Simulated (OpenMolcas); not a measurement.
# triplet CH7BSi2 at 5 levels

Wanted: a comparison of 5 runs (UHF/STO-3G, U-revPBE/6-31G*, UM06-L/6-31G*, UPBE/6-31G*, UPBE0/6-31G*) of triplet CH7BSi2. 

The results are computed with OpenMolcas 26.06.

### Step 1. The structure to begin with

CH7BSi2 has 11 atoms, charge 0, and is taken as a triplet. As SMILES of the parent species, `CB1[SiH2][SiH2]1`. The shape is that of a PBE0-D4/def2-TZVP optimisation. That shape belongs to the parent species and isn't relaxed for this state.

Bond lengths: C1–B2 1.566 Å, B2–Si3 1.907 Å, B2–Si4 1.907 Å, C1–H5 1.092 Å, C1–H6 1.099 Å, C1–H7 1.092 Å, Si3–H8 1.482 Å, Si3–H9 1.489 Å, Si4–H10 1.489 Å, Si4–H11 1.482 Å. Some angles: C1–B2–Si3 130.2°, C1–B2–Si4 130.2°, Si3–B2–Si4 83.2°, B2–C1–H5 114.1°, B2–C1–H6 106.3°, B2–C1–H7 114.1°, B2–Si3–H8 124.3°, B2–Si3–H9 125.0°, B2–Si4–H10 124.9°, B2–Si4–H11 124.3°. A long bond or contact: Si3–Si4 2.531 Å.

### Step 2. The energy at UHF/STO-3G (run 1)

The input, test.input:

```
&GATEWAY
BASLIB
$CurrDir
COORD
11
angstrom
C       -0.263900       1.793500       0.099500
B       -0.450600       0.243000      -0.016600
Si       0.018800      -1.148600       1.199400
Si       0.210300      -0.982900      -1.318800
H        0.165600       2.121800       1.048800
H       -1.271300       2.229100       0.051100
H        0.301000       2.238000      -0.723000
H       -0.479200      -2.541300       1.107000
H        0.876900      -0.975400       2.403900
H        1.239000      -0.662800      -2.346600
H       -0.281200      -2.371200      -1.484200
BASIS
STO-3G
GROUP
NoSym
&SEWARD
&SCF
UHF
SPIN
3
THRESHOLDS
1e-10 1e-07 1e-07 1e-05
PRORBITALS
1 2
```

The basis set STO-3G is read from a file made from the Basis Set Exchange's data (not shown).

On the command line:

```
export MOLCAS_MEM=1860
pymolcas test.input > test.log
```

Log:

```text
--- Start Module: gateway ---
[...]
--- Stop Module: gateway /rc=_RC_ALL_IS_WELL_ ---
--- Start Module: seward ---
[...]
      Basis functions           35
--- Stop Module: seward /rc=_RC_ALL_IS_WELL_ ---
[...]
--- Start Module: scf ---
[...]
       Convergence after  25 Iterations
[...]
::    Total SCF energy                               -636.8336904152
[...]
      Total spin, S                                     1.0148797092
[...]
      Total electronic charge=   46.000000
      Total            charge=   -0.000000
[...]
      Dipole Moment (debye):
      Origin of the operator (angstrom)=   -0.0135   -0.4115   -0.0264
                   X=  1.1901E+00               Y= -2.6588E+00               Z= -8.8673E-02           Total=  2.9143E+00
      Quadrupole Moment (debye*angstrom):
[...]
--- Stop Module: scf /rc=_RC_ALL_IS_WELL_ ---
[...]
```

Wall time 3.6 s (1 thread of AMD EPYC 7R43 (Zen 3), shared host); peak memory 0.37 GiB.

### Step 3. A single-point energy at U-revPBE/6-31G(d) (spherical functions) (run 2)

The input, run.inp:

```
* CH7BSi2 Kohn-Sham DFT
>>> EXPORT MOLCAS_PRINT=2

&GATEWAY
  BasLib = $CurrDir
  BasisSet
  C.6-31Gs....
  C1 -0.263900 1.793500 0.099500 angstrom
  End of Basis
  BasisSet
  B.6-31Gs....
  B2 -0.450600 0.243000 -0.016600 angstrom
  End of Basis
  BasisSet
  Si.6-31Gs....
  Si3 0.018800 -1.148600 1.199400 angstrom
  Si4 0.210300 -0.982900 -1.318800 angstrom
  End of Basis
  BasisSet
  H.6-31Gs....
  H5 0.165600 2.121800 1.048800 angstrom
  H6 -1.271300 2.229100 0.051100 angstrom
  H7 0.301000 2.238000 -0.723000 angstrom
  H8 -0.479200 -2.541300 1.107000 angstrom
  H9 0.876900 -0.975400 2.403900 angstrom
  H10 1.239000 -0.662800 -2.346600 angstrom
  H11 -0.281200 -2.371200 -1.484200 angstrom
  End of Basis

&SEWARD
  GridInput
  Grid=UltraFine
  End of Grid

&SCF
  UHF
  Spin = 3
  KSDFT = revPBE
  Thresholds = 1e-10 1e-07 1e-07 1e-05
  PrOrbitals = 1 1
```

The basis set 6-31G* is read from a file made from the Basis Set Exchange's data (not shown).

On the command line:

```
export MOLCAS_MEM=1860
pymolcas run.inp > run.log
```

Log:

```text
--- Start Module: gateway ---
[...]
--- Stop Module: gateway /rc=_RC_ALL_IS_WELL_ ---
--- Start Module: seward ---
[...]
      Basis functions           78
--- Stop Module: seward /rc=_RC_ALL_IS_WELL_ ---
[...]
--- Start Module: scf ---
[...]
       Convergence after  22 Iterations
[...]
::    Total KS-DFT energy                            -645.7984090176
[...]
      Total spin, S                                     1.0021605653
[...]
      Total electronic charge=   46.000000
      Total            charge=   -0.000000
[...]
      Dipole Moment (debye):
      Origin of the operator (angstrom)=   -0.0135   -0.4115   -0.0264
                   X=  3.9320E-01               Y= -5.2908E-01               Z= -8.4864E-03           Total=  6.5925E-01
      Quadrupole Moment (debye*angstrom):
[...]
--- Stop Module: scf /rc=_RC_ALL_IS_WELL_ ---
[...]
```

It took 72 s on 1 thread of AMD EPYC 7R43 (Zen 3), shared host; peak memory 0.44 GiB.

Run 3 isn't shown in full; the table further down has it.

### Step 4. A single-point energy at UPBE/6-31G(d) (spherical functions) (run 4)

The input, run.input:

```
&GATEWAY
BASLIB = $CurrDir
COORD
11
angstrom
C       -0.263900       1.793500       0.099500
B       -0.450600       0.243000      -0.016600
Si       0.018800      -1.148600       1.199400
Si       0.210300      -0.982900      -1.318800
H        0.165600       2.121800       1.048800
H       -1.271300       2.229100       0.051100
H        0.301000       2.238000      -0.723000
H       -0.479200      -2.541300       1.107000
H        0.876900      -0.975400       2.403900
H        1.239000      -0.662800      -2.346600
H       -0.281200      -2.371200      -1.484200
BASIS = 6-31Gs
GROUP = NoSym
&SEWARD
GRIDINPUT
Grid=UltraFine
End of Grid
&SCF
UHF
SPIN = 3
KSDFT = PBE
THRESHOLDS = 1e-10 1e-07 1e-07 1e-05
PRORBITALS = 1 2
```

The basis set 6-31G* is read from a file made from the Basis Set Exchange's data (not shown).

On the command line:

```
export MOLCAS_MEM=1860
pymolcas run.input > run.log
```

Log:

```text
--- Start Module: gateway ---
[...]
--- Stop Module: gateway /rc=_RC_ALL_IS_WELL_ ---
--- Start Module: seward ---
[...]
      Basis functions           78
--- Stop Module: seward /rc=_RC_ALL_IS_WELL_ ---
[...]
--- Start Module: scf ---
[...]
       Convergence after  26 Iterations
[...]
::    Total KS-DFT energy                            -645.5271794397
[...]
      Total spin, S                                     1.0018694625
[...]
      Total electronic charge=   46.000000
      Total            charge=   -0.000000
[...]
      Dipole Moment (debye):
      Origin of the operator (angstrom)=   -0.0135   -0.4115   -0.0264
                   X=  3.9735E-01               Y= -5.1087E-01               Z= -6.9640E-03           Total=  6.4724E-01
      Quadrupole Moment (debye*angstrom):
[...]
--- Stop Module: scf /rc=_RC_ALL_IS_WELL_ ---
[...]
```

Run time: 81 s. Hardware: 1 thread of AMD EPYC 7R43 (Zen 3), shared host; peak memory 0.44 GiB.

### Step 5. A single-point energy at UPBE0/6-31G(d) (spherical functions) (run 5)

The input, calc.input:

```
* CH7BSi2 Kohn-Sham DFT

&GATEWAY
  BasLib=$CurrDir
  Coord
  11
  bohr
  C     -0.49869872     3.38922380     0.18802775
  B     -0.85151059     0.45920345    -0.03136945
  Si     0.03552685    -2.17053943     2.26653751
  Si     0.39740940    -1.85741181    -2.49217081
  H      0.31293865     4.00962089     1.98194476
  H     -2.40240882     4.21238850     0.09656500
  H      0.56880756     4.22920707    -1.36627199
  H     -0.90555676    -4.80236100     2.09192682
  H      1.65710084    -1.84323886     4.54271263
  H      2.34137067    -1.25251048    -4.43443132
  H     -0.53139099    -4.48091859    -2.80473151
  Basis=6-31Gs
  Group=NoSym

&SEWARD
  GridInput
  Grid=UltraFine
  End of Grid

&SCF
  UHF
  Spin=3
  KSDFT=PBE0
  Thresholds=1e-10 1e-07 1e-07 1e-05
  PrOrbitals=0
```

The basis set 6-31G* is read from a file made from the Basis Set Exchange's data (not shown).

On the command line:

```
export MOLCAS_MEM=1860
pymolcas calc.input > calc.log
```

Log:

```text
--- Start Module: gateway ---
[...]
--- Stop Module: gateway /rc=_RC_ALL_IS_WELL_ ---
--- Start Module: seward ---
[...]
      Basis functions           78
--- Stop Module: seward /rc=_RC_ALL_IS_WELL_ ---
[...]
--- Start Module: scf ---
[...]
       Convergence after  23 Iterations
[...]
::    Total KS-DFT energy                            -645.6036377376
[...]
      Total spin, S                                     1.0030178872
[...]
      Total electronic charge=   46.000000
      Total            charge=   -0.000000
[...]
      Dipole Moment (debye):
      Origin of the operator (angstrom)=   -0.0135   -0.4115   -0.0264
                   X=  4.0854E-01               Y= -7.0754E-01               Z= -1.8134E-02           Total=  8.1722E-01
      Quadrupole Moment (debye*angstrom):
[...]
--- Stop Module: scf /rc=_RC_ALL_IS_WELL_ ---
[...]
```

It took 67 s on 1 thread of AMD EPYC 7R43 (Zen 3), shared host; peak memory 0.44 GiB.

### Step 6. All runs side by side

| run | level | integration grid | energy (Eh) | dipole moment (D) | HOMO energy (eV) | ⟨S²⟩ | wall time |
| --- | --- | --- | --- | --- | --- | --- | --- |
| 1 | UHF/STO-3G | – | -636.833690 | 2.91 | -2.49 | 2.045 | 3.6 s |
| 2 | U-revPBE/6-31G* (spherical functions) | UltraFine | -645.798409 | 0.66 | -2.66 | 2.006 | 72 s |
| 3 | UM06-L/6-31G* (spherical functions) | UltraFine | -645.926744 | 0.78 | -2.75 | 2.011 | 99 s |
| 4 | UPBE/6-31G* (spherical functions) | UltraFine | -645.527179 | 0.65 | -2.67 | 2.006 | 81 s |
| 5 | UPBE0/6-31G* (spherical functions) | UltraFine | -645.603638 | 0.82 | -3.59 | 2.009 | 67 s |

### Step 7. What came out

```
                                 quantity          value
                      run 5: total energy  -645.60364 Eh
                     run 5: dipole moment         0.82 D
run 5: HOMO energy (highest over α and β)       -3.59 eV
                              run 5: ⟨S²⟩          2.009
```

**Reading.** The dipole moment (its size) runs from 0.65 D (UPBE/6-31G*) to 2.91 D (UHF/STO-3G). The two ends differ in method and basis. Totals of different functionals can't be ranked against each other. In run 1 the basis is minimal, so the values are rough. All runs together took 5.4 min, the longest 99 s.
